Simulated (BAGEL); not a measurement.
**CH6NPSi (SMILES C1NP[SiH2]1): HF/def2-SVP (density fitting with qzvpp-jkfit)**

What is the vertical singlet–triplet gap of CH6NPSi at HF/def2-SVP (density fitting with qzvpp-jkfit)? 

The calculation is run with BAGEL 1.2.2.

2 further runs of the same task are left out: 2 set aside as unsound or not needed.

### Step 1. Starting point

CH6NPSi has 10 atoms, charge 0, and is taken as a singlet. As SMILES, `C1NP[SiH2]1`. The shape is that of a PBE0-D4/def2-TZVP optimisation.

Bond lengths: C1–N2 1.466 Å, N2–P3 1.737 Å, C1–Si4 1.900 Å, P3–Si4 2.263 Å, C1–H5 1.094 Å, C1–H6 1.100 Å, N2–H7 1.012 Å, P3–H8 1.446 Å, Si4–H9 1.486 Å, Si4–H10 1.487 Å. Some angles: C1–N2–P3 108.8°, N2–C1–Si4 91.6°, N2–P3–Si4 73.5°, C1–Si4–P3 77.1°, C1–N2–H7 117.6°, P3–N2–H7 119.0°, N2–C1–H5 113.0°, N2–C1–H6 113.4°, Si4–C1–H5 118.7°, Si4–C1–H6 110.6°.

### Step 2. The energy at HF/def2-SVP (density fitting with qzvpp-jkfit)

File input.json:

```json
{ "bagel" : [

{
  "title" : "molecule",
  "basis" : "svp",
  "df_basis" : "qzvpp-jkfit",
  "angstrom" : true,
  "geometry" : [
    { "atom" : "C", "xyz" : [   -0.518900,    0.753700,   -0.280300 ] },
    { "atom" : "N", "xyz" : [    0.388700,    0.867200,    0.865200 ] },
    { "atom" : "P", "xyz" : [    0.973900,   -0.716000,    1.275900 ] },
    { "atom" : "Si", "xyz" : [    0.382300,   -0.797300,   -0.907400 ] },
    { "atom" : "H", "xyz" : [   -0.525900,    1.647300,   -0.910700 ] },
    { "atom" : "H", "xyz" : [   -1.554200,    0.512400,    0.003600 ] },
    { "atom" : "H", "xyz" : [    0.126500,    1.500500,    1.609100 ] },
    { "atom" : "H", "xyz" : [   -0.253100,   -1.393600,    1.631500 ] },
    { "atom" : "H", "xyz" : [    1.493100,   -0.499900,   -1.848100 ] },
    { "atom" : "H", "xyz" : [   -0.429200,   -1.925500,   -1.435800 ] }
  ]
},
{
  "title" : "hf"
},
{
  "title" : "print",
  "file" : "orbitals.molden",
  "orbitals" : true
}

]}
```

Launch:

```sh
$ BAGEL_NUM_THREADS=1 BAGEL input.json > input.out
```

Output:

```text
* using 1 threads per process

  ===============================================================
  ===============================================================

  *** Geometry ***

  { "atom" : "C", "xyz" : [     -0.980579,      1.424287,     -0.529690 ] },
  { "atom" : "N", "xyz" : [      0.734537,      1.638770,      1.634991 ] },
  { "atom" : "P", "xyz" : [      1.840404,     -1.353044,      2.411102 ] },
  { "atom" : "Si", "xyz" : [      0.722442,     -1.506679,     -1.714737 ] },
  { "atom" : "H", "xyz" : [     -0.993807,      3.112946,     -1.720974 ] },
  { "atom" : "H", "xyz" : [     -2.937012,      0.968296,      0.006803 ] },
  { "atom" : "H", "xyz" : [      0.239050,      2.835534,      3.040758 ] },
  { "atom" : "H", "xyz" : [     -0.478290,     -2.633522,      3.083088 ] },
  { "atom" : "H", "xyz" : [      2.821550,     -0.944674,     -3.492403 ] },
  { "atom" : "H", "xyz" : [     -0.811070,     -3.638668,     -2.713269 ] },

  Number of auxiliary basis functions:      516

  Since a DF basis is specified, we compute 2- and 3-index integrals:
    o Being stored without compression. Storage requirement is 0.036 GB

  Number of basis functions:       94
  Number of electrons      :       48

    * METHOD: MOLECULE                             0.24

  *** RHF ***

  === Nuclear Repulsion ===
   222.3692007122

      * DIIS with orbital gradients will be used.

  === RHF iteration (svp) ===
      0       -725.03320253          0.01359554           0.09
      1       -725.13430319          0.00847718           0.08
      2       -725.17400893          0.00142803           0.08
      3       -725.17604434          0.00033194           0.08
      4       -725.17613542          0.00008423           0.08
      5       -725.17614659          0.00002706           0.08
      6       -725.17614788          0.00001112           0.08
      7       -725.17614813          0.00000284           0.09
      8       -725.17614814          0.00000085           0.09
      9       -725.17614815          0.00000028           0.09
     10       -725.17614815          0.00000013           0.08
     11       -725.17614815          0.00000003           0.08
     12       -725.17614815          0.00000001           0.09
    * SCF iteration converged.

    * Permanent dipole moment:
           (    0.640666,    -0.093998,     0.246995) a.u.

    * METHOD: HF                                   1.31

    * METHOD: PRINT                                0.01

  ===============================================================
```

Run time: 1.7 s. Hardware: 1 thread of Arm Neoverse V2, shared host; peak memory 0.14 GiB.

### Step 3. The triplet, same level

File calc.json:

```json
{ "bagel" : [

{
  "title" : "molecule",
  "basis" : "svp",
  "df_basis" : "qzvpp-jkfit",
  "angstrom" : true,
  "geometry" : [
    { "atom" : "C", "xyz" : [      -0.518900,       0.753700,      -0.280300 ] },
    { "atom" : "N", "xyz" : [       0.388700,       0.867200,       0.865200 ] },
    { "atom" : "P", "xyz" : [       0.973900,      -0.716000,       1.275900 ] },
    { "atom" : "Si", "xyz" : [       0.382300,      -0.797300,      -0.907400 ] },
    { "atom" : "H", "xyz" : [      -0.525900,       1.647300,      -0.910700 ] },
    { "atom" : "H", "xyz" : [      -1.554200,       0.512400,       0.003600 ] },
    { "atom" : "H", "xyz" : [       0.126500,       1.500500,       1.609100 ] },
    { "atom" : "H", "xyz" : [      -0.253100,      -1.393600,       1.631500 ] },
    { "atom" : "H", "xyz" : [       1.493100,      -0.499900,      -1.848100 ] },
    { "atom" : "H", "xyz" : [      -0.429200,      -1.925500,      -1.435800 ] }
  ]
},

{
  "title" : "uhf",
  "nopen" : 2
},

{
  "title" : "print",
  "file" : "orbitals.molden",
  "orbitals" : true
}

]}
```

Launch:

```sh
$ BAGEL_NUM_THREADS=1 BAGEL calc.json > calc.out
```

Output:

```text
* using 1 threads per process

  ===============================================================
  ===============================================================

  *** Geometry ***

  { "atom" : "C", "xyz" : [     -0.980579,      1.424287,     -0.529690 ] },
  { "atom" : "N", "xyz" : [      0.734537,      1.638770,      1.634991 ] },
  { "atom" : "P", "xyz" : [      1.840404,     -1.353044,      2.411102 ] },
  { "atom" : "Si", "xyz" : [      0.722442,     -1.506679,     -1.714737 ] },
  { "atom" : "H", "xyz" : [     -0.993807,      3.112946,     -1.720974 ] },
  { "atom" : "H", "xyz" : [     -2.937012,      0.968296,      0.006803 ] },
  { "atom" : "H", "xyz" : [      0.239050,      2.835534,      3.040758 ] },
  { "atom" : "H", "xyz" : [     -0.478290,     -2.633522,      3.083088 ] },
  { "atom" : "H", "xyz" : [      2.821550,     -0.944674,     -3.492403 ] },
  { "atom" : "H", "xyz" : [     -0.811070,     -3.638668,     -2.713269 ] },

  Number of auxiliary basis functions:      516

  Since a DF basis is specified, we compute 2- and 3-index integrals:
    o Being stored without compression. Storage requirement is 0.036 GB

  Number of basis functions:       94
  Number of electrons      :       48

    * METHOD: MOLECULE                             0.24

  *** Open-shell HF ***

  === Nuclear Repulsion ===
   222.3692007122

      * DIIS with orbital gradients will be used.

  === UHF iteration (svp) ===
      0       -724.76332213          0.03018898           0.17
      1       -724.88579989          0.02550686           0.17
      2       -724.94431943          0.01790308           0.17
      3       -724.99818519          0.00173896           0.17
      4       -725.00238438          0.00099783           0.16
      5       -725.00383242          0.00051058           0.16
      6       -725.00469811          0.00023135           0.16
      7       -725.00490856          0.00015642           0.16
      8       -725.00502066          0.00011503           0.17
      9       -725.00511978          0.00008577           0.17
[... 20 lines of this table left out ...]
     30       -725.00527581          0.00000003           0.16
     31       -725.00527581          0.00000002           0.16
     32       -725.00527581          0.00000001           0.16
     33       -725.00527581          0.00000001           0.16
    * SCF iteration converged.

    * S^2 (UHF) is 2.0197

    * Permanent dipole moment:
           (    0.269007,     0.014932,    -0.281904) a.u.

    * METHOD: UHF                                  5.86

    * METHOD: PRINT                                0.01

  ===============================================================
```

Run time: 6.3 s. Hardware: 1 thread of Arm Neoverse V2, shared host; peak memory 0.14 GiB.

### Step 4. What came out

At HF/def2-SVP (density fitting with qzvpp-jkfit):

| quantity | value |
| --- | --- |
| singlet: total energy | -725.17615 Eh |
| singlet: dipole moment | 1.76 D |
| singlet: HOMO energy | -9.40 eV |
| singlet: LUMO energy | 3.50 eV |
| singlet: HOMO–LUMO gap | 12.90 eV |
| triplet: total energy | -725.00528 Eh |
| triplet: dipole moment | 0.99 D |
| triplet: ⟨S²⟩ | 2.020 |
| vertical energy of the triplet above the singlet | 4.650 eV |

In words: At this shape the triplet lies 4.65 eV (449 kJ/mol) above the singlet.
